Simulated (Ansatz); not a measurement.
# CH5BCl2O: the cost of one run

Program: Ansatz 0.2.0. Level of theory: UKS PBE0/6-31G. These are calculated values, not measurements.

### 1 The starting structure

Bond lengths: B1–O2 1.750 Å, O2–C3 1.411 Å, B1–Cl4 1.725 Å, B1–Cl5 1.739 Å, C3–H8 1.094 Å, C3–H9 1.090 Å, C3–H10 1.092 Å. Angles: B1–O2–C3 120.5°, O2–B1–Cl4 110.8°, O2–B1–Cl5 112.4°, Cl4–B1–Cl5 121.9°, O2–C3–H8 111.4°, O2–C3–H9 107.5°, O2–C3–H10 109.4°, H8–C3–H9 109.9°, H8–C3–H10 108.9°, H9–C3–H10 109.6°.

As a file:

```xyz
10

B    -0.6646    0.2176    1.1526
O     0.5549   -0.4454    0.0867
C     0.3996   -0.3709   -1.3137
Cl   -1.3253   -1.0119    2.1666
Cl   -1.6706    1.3932    0.3591
H     1.0151    0.4336    0.8973
H     0.5985    0.8688    1.6782
H     0.1776    0.6502   -1.6366
H     1.3317   -0.7085   -1.7658
H    -0.4169   -1.0266   -1.6245
```

### 2 Run 1

150 steps of 0.5 fs at constant energy, with velocities drawn for 100 K.

Input file input.yaml:

```yaml
crystal:
  periodic: [false, false, false]
  atoms:
    - { symbol: B, position_ang: [-0.6646, 0.2176, 1.1526] }
    - { symbol: O, position_ang: [0.5549, -0.4454, 0.0867] }
    - { symbol: C, position_ang: [0.3996, -0.3709, -1.3137] }
    - { symbol: Cl, position_ang: [-1.3253, -1.0119, 2.1666] }
    - { symbol: Cl, position_ang: [-1.6706, 1.3932, 0.3591] }
    - { symbol: H, position_ang: [1.0151, 0.4336, 0.8973] }
    - { symbol: H, position_ang: [0.5985, 0.8688, 1.6782] }
    - { symbol: H, position_ang: [0.1776, 0.6502, -1.6366] }
    - { symbol: H, position_ang: [1.3317, -0.7085, -1.7658] }
    - { symbol: H, position_ang: [-0.4169, -1.0266, -1.6245] }
magnetization:
  spin_polarized: true
basis:
  gaussian: { orbitals: "6-31G" }
hamiltonian:
  xc: pbe0
md:
  timestep: 0.5
  n_steps: 150
  ensemble: nve
  temperature: 100.0
  initial_velocities: maxwell_boltzmann
  seed: 316246
```

Command:

```console
$ ansatz run input.yaml --threads 1 --pin off --max-ram 2048MiB --backend cpu --events-out ev --progress --plain --runs-dir out
```

**Question.** How long does this run take on 1 thread of Intel Xeon 6975P-C (Granite Rapids), shared host, and how much memory does it need?

About 7.7 min, with a peak of 0.22 GiB.
